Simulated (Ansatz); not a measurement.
Crystal: NiI.

```
CELL_PARAMETERS angstrom
4.05554 0.00000 0.00000
-2.02777 3.51220 0.00000
0.00000 0.00000 6.87249
ATOMIC_POSITIONS crystal
I 0.66667 0.33333 0.50519
I 0.33333 0.66667 0.00519
Ni 0.66667 0.33333 0.86982
Ni 0.33333 0.66667 0.36982
```

The cell comes from a database or a generator and needn't be the stable form of this composition.

| Quantity | Value |
| --- | --- |
| Program | Ansatz 0.2.0 |
| Task | single point |
| Functional | PBE |
| Potentials or basis | Ansatz PAW |
| Cutoff | 420 eV (not typed: the program's choice for these potentials) |
| k mesh | 8 × 8 × 4 |
| Occupations | fermi-dirac, width 0.05 eV |
| Spin | collinear spin, ferromagnetic start |
| Starting moments | [0.0, 0.0, 1.0, 1.0] μB |

On this cell: pressure 0.6 GPa; largest force 0.023 eV/Å; net moment 0.66 μB per cell; site moments I +0.03; Ni +0.27 μB; band gap on the k mesh none (metal or under the smearing width).

The same run follows on a disturbed copy (atoms moved at random, drawn with an rms of 0.05 Å):

```
I Ni
1.0
     4.05554    0.00000    0.00000
    -2.02777    3.51220    0.00000
     0.00000    0.00000    6.87249
I Ni
2 2
Direct
  0.66958 0.33244 0.50365
  0.32826 0.66776 0.01000
  0.67074 0.32867 0.86652
  0.32402 0.66324 0.36435
```

Problem. What changes?

Solution. The energy (extrapolated to zero smearing) moves by +7.2 meV/atom; pressure 0.7 GPa; largest force 0.551 eV/Å; net moment 0.58 μB per cell; site moments I +0.02, +0.03; Ni +0.27, +0.22 μB; band gap on the k mesh none (metal or under the smearing width).

Forces on the atoms (eV/Å):
```
I   -0.218 -0.052 -0.013
I    0.204 -0.074 -0.507
Ni  -0.186  0.073  0.146
Ni   0.200  0.053  0.373
```

Stress tensor (GPa, compression positive):
```
 0.15  0.67 -0.03
 0.67  0.25 -0.17
-0.03 -0.17  1.78
```

Caveats: semilocal functionals often make such compounds metallic where correlation or magnetic order opens a gap, which also shifts bond lengths.
